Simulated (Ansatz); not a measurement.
# K3Li: single points about a listed cell

How do energy, forces, pressure and gap of K3Li change under further strains and shifts, distortions that keep the symmetry? Each case is one self-consistent run.

Program: Ansatz 0.2.0. Level of theory: DFT PBEsol, scalar-relativistic, plane waves, PAW. These are calculated values, not measurements.

## 1. The system as given

The structure is tetragonal, space group I4/mmm (No. 139). The conventional cell has a = 6.101 Å, b = 6.101 Å, c = 12.474 Å, α = 90.00°, β = 90.00°, γ = 90.00°. Around K (site symmetry -4m2) lie 8 K at 4.31 to 4.36 Å and 4 Li at 4.36 Å. K (site symmetry 4/mmm) is surrounded by 4 Li at 4.31 Å and 8 K at 4.36 Å. Around Li (site symmetry 4/mmm) lie 12 K at 4.31 to 4.36 Å.

Structure file:

```xyz
4
Lattice="-3.0507 3.0507 6.2371 3.0507 -3.0507 6.2371 3.0507 3.0507 -6.2371" Properties=species:S:1:pos:R:3 pbc="T T T"
K     0.0000    3.0507    3.1186
K     3.0507    0.0000    3.1186
K     3.0507    3.0507    0.0000
Li    0.0000    6.1014    0.0000
```

The structure comes from the Materials Project (structure only).

## 2. A distortion of lower symmetry

Against the listed cell: strain xx, yy, zz, yz, xz, xy = +2.6, +9.7, -1.2, +0.0, +0.0, +0.0 %; atoms moved by 0.25 Å root mean square, at most 0.32 Å.

input.yaml

```yaml
crystal:
  lattice:
    - [-3.1306760131, 3.347061242, 6.1628517102]
    - [3.1306760131, -3.347061242, 6.1628517102]
    - [3.1306760131, 3.347061242, -6.1628517102]
  atoms:
    - { symbol: K, position: [0.7160384709, 0.2249630955, 0.4910753754] }
    - { symbol: K, position: [0.2661122799, 0.7750369045, 0.4910753754] }
    - { symbol: K, position: [0.4848769723, 0.5, -0.0151230277] }
    - { symbol: Li, position: [0.0329722769, 0.0, 0.0329722769] }
basis:
  ecutwfc: 420
kpoints:
  mp_grid: { grid: [8, 8, 8] }
hamiltonian:
  xc: pbesol
scf:
  occupations: { method: gaussian, width: 0.1 }
output:
  forces: true
  stress: true
  eigenvalues: true
```

## 3. A distortion that keeps the symmetry

input.yaml

```yaml
crystal:
  lattice:
    - [-2.8623070778, 2.8623070778, 6.413335092]
    - [2.8623070778, -2.8623070778, 6.413335092]
    - [2.8623070778, 2.8623070778, -6.413335092]
  atoms:
    - { symbol: K, position: [0.75, 0.25, 0.5] }
    - { symbol: K, position: [0.25, 0.75, 0.5] }
    - { symbol: K, position: [0.5, 0.5, 0.0] }
    - { symbol: Li, position: [0.0, 0.0, 0.0] }
basis:
  ecutwfc: 420
kpoints:
  mp_grid: { grid: [10, 10, 10] }
hamiltonian:
  xc: pbesol
scf:
  occupations: { method: gaussian, width: 0.1 }
output:
  forces: true
  stress: true
  eigenvalues: true
```

## 4. A distortion of lower symmetry

input.yaml

```yaml
crystal:
  lattice:
    - [-2.9716742067, 2.9716742067, 6.6369364176]
    - [2.9716742067, -2.9716742067, 6.6369364176]
    - [2.9716742067, 2.9716742067, -6.6369364176]
  atoms:
    - { symbol: K, position: [0.7509572897, 0.2509572897, 0.5] }
    - { symbol: K, position: [0.2509572897, 0.7509572897, 0.5] }
    - { symbol: K, position: [0.5102986303, 0.5102986303, 0.0] }
    - { symbol: Li, position: [-0.0122132096, -0.0122132096, 0.0] }
basis:
  ecutwfc: 420
kpoints:
  mp_grid: { grid: [10, 10, 10] }
hamiltonian:
  xc: pbesol
scf:
  occupations: { method: gaussian, width: 0.1 }
output:
  forces: true
  stress: true
  eigenvalues: true
  populations: true
```

## 5. A distortion that keeps the symmetry

input.yaml

```yaml
crystal:
  lattice:
    - [-3.1739652617, 3.1739652617, 5.9278364258]
    - [3.1739652617, -3.1739652617, 5.9278364258]
    - [3.1739652617, 3.1739652617, -5.9278364258]
  atoms:
    - { symbol: K, position: [0.75, 0.25, 0.5] }
    - { symbol: K, position: [0.25, 0.75, 0.5] }
    - { symbol: K, position: [0.5, 0.5, 0.0] }
    - { symbol: Li, position: [0.0, 0.0, 0.0] }
basis:
  ecutwfc: 420
kpoints:
  mp_grid: { grid: [10, 10, 10] }
hamiltonian:
  xc: pbesol
scf:
  occupations: { method: gaussian, width: 0.1 }
output:
  forces: true
  stress: true
  eigenvalues: true
```

## 6. A distortion that keeps the symmetry

Edit input.yaml of step 5 so:

```diff
@@ -2,5 +2,5 @@
   lattice:
-    - [-3.1739652617, 3.1739652617, 5.9278364258]
-    - [3.1739652617, -3.1739652617, 5.9278364258]
-    - [3.1739652617, 3.1739652617, -5.9278364258]
+    - [-3.1890051486, 3.1890051486, 6.4263707062]
+    - [3.1890051486, -3.1890051486, 6.4263707062]
+    - [3.1890051486, 3.1890051486, -6.4263707062]
   atoms:
```

Q: Predict the outcome of this session. Wanted: for each run, case; energy; pressure; largest force.

As calculated:

| step | case | energy (meV/atom) | pressure (GPa) | largest force (eV/Å) | gap on the mesh (eV) |
| --- | --- | --- | --- | --- | --- |
| 2 | a distortion of lower symmetry | +0.0 | -0.4 | 0.14 | 0.00 |
| 3 | a distortion that keeps the symmetry | -20.6* | 0.4 | 0.00 | 0.00 |
| 4 | a distortion of lower symmetry | -22.4* | -0.1 | 0.09 | 0.00 |
| 5 | a distortion that keeps the symmetry | -28.0* | -0.2 | 0.00 | 0.00 |
| 6 | a distortion that keeps the symmetry | -14.1* | -0.5 | 0.00 | 0.00 |

Energies are counted from step 2, with the smearing taken to zero; a star marks another k mesh, which can shift energies by itself, so starred rows don't rank against the others. A gap of 0.00 means none on the mesh at this level.

In words: Among the distorted cells of the listed formula and level the largest force, 0.14 eV/Å, comes in step 2, shared by 2 atoms. The pressure is 0.4 GPa in the smallest cell and -0.5 GPa in the largest; between them shape and moved atoms count too. The distorted cells of the listed formula and level show no gap on the mesh.
